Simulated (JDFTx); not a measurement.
Runs of JDFTx 1.7.0 (patched build) on AlBrH2. The cell holds a molecule in a box, 4 atoms: a = 12.000 Å, b = 12.000 Å, c = 11.000 Å, α = 90.00°, β = 90.00°, γ = 90.00°. 

```csv
task,SCF threshold on the energy,further solve for the empty bands,liquid model,variant of the liquid model,solvent,largest force (eV/Å)
single point,1e-07 Ha,yes,-,-,-,0.12
solvation,1e-06 Ha,no,LinearPCM,GLSSA13,DMC,0.20
solvation,1e-06 Ha,no,LinearPCM,GLSSA13,Glyme,(b)
solvation,1e-06 Ha,no,LinearPCM,GLSSA13,DMSO,(a)
solvation,1e-06 Ha,no,LinearPCM,GLSSA13,methanol,2.90
```

Alike in all rows: level PBE+D2; potentials or basis PseudoDojo-SR-PBE-0.5-standard with smoothed tails; no spin polarisation; cell as given; k mesh 1 × 1 × 1; cutoff (eV) 980; smearing fixed.

Q: Estimate the missing entries.

A: (a) 4.75; (b) 0.23.

Caveats: forces may be off by hundredths of an eV/Å; forces in the liquid are good to some per cent (some runs); the liquid is a continuum model, checked here against plausible ranges alone (some runs); the model isn't fitted for this solvent (some runs).

Not every run made on this cell is shown here.
